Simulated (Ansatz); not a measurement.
# GeI2F2: how energies converge with the basis set

One table from this session's results is given with a row withheld; the runs are named, their logs left out.

Computed with Ansatz 0.2.0, Gaussian basis. Level: one geometry, several basis sets.

The runs, in order: PBE0-D4/def2-SVP; ωB97M-V/def2-SVP; PBE0-D4/def2-QZVPP; ωB97M-V/def2-QZVPP; the functionals' def2-TZVPP values are taken from earlier runs.

**Structure used throughout**

An earlier PBE0-D4 in a triple-zeta def2 set relaxation fixed the geometry. I takes the def2 core potential; no spin-orbit term is included.

SMILES `[F][Ge]([F])([I])[I]`, 5 atoms, charge 0, spin multiplicity 1.

Atoms are counted from 1 here; the program's logs count them from 0.

Bond lengths: F1–Ge2 1.716 Å, Ge2–F3 1.716 Å, Ge2–I4 2.466 Å, Ge2–I5 2.466 Å. Angles: F1–Ge2–F3 104.3°, F1–Ge2–I4 109.0°, F1–Ge2–I5 109.0°, F3–Ge2–I4 109.0°, F3–Ge2–I5 109.0°, I4–Ge2–I5 116.0°.

The first run:

in.yaml reads:

```yaml
crystal:
  periodic: [false, false, false]
  atoms:
    - {symbol: F, position_ang: [0.144188, -0.113430, 1.764351]}
    - {symbol: Ge, position_ang: [0.072331, -0.069488, 0.050025]}
    - {symbol: F, position_ang: [1.295611, -1.163102, -0.453566]}
    - {symbol: I, position_ang: [-2.121036, -0.926807, -0.682823]}
    - {symbol: I, position_ang: [0.658706, 2.199227, -0.719389]}
basis:
  gaussian: {orbitals: def2-SVP}
hamiltonian: {xc: pbe0, dispersion: d4}
output: {orbitals: {seedname: orbitals}}
```

Run with:

```console
$ ansatz run in.yaml --threads 4 --pin off --events-out ev --progress --plain --max-ram 10444MiB
```

Among the steps run: PBE0-D4 in def2-SVP; ωB97M-V in def2-SVP; PBE0-D4 in def2-QZVPP; ωB97M-V in def2-QZVPP.

One of the session's tables, all rows but one given; the rest of the session is left out.

It belongs to the step «Density functionals: the series». 

```
functional       basis  HOMO (eV)  LUMO (eV)
   PBE0-D4    def2-SVP      -8.29      -2.77
   PBE0-D4  def2-TZVPP      -8.32      -2.77
   PBE0-D4  def2-QZVPP      -8.34      -2.80
   ωB97M-V    def2-SVP     -10.36      -0.80
   ωB97M-V  def2-TZVPP     -10.42      -0.88
   ωB97M-V  def2-QZVPP          ?          ?
```

**Question.** Estimate the row for ωB97M-V, def2-QZVPP.

As computed: HOMO (eV): -10.44; LUMO (eV): -0.92. In the column «HOMO (eV)» it is the lowest.
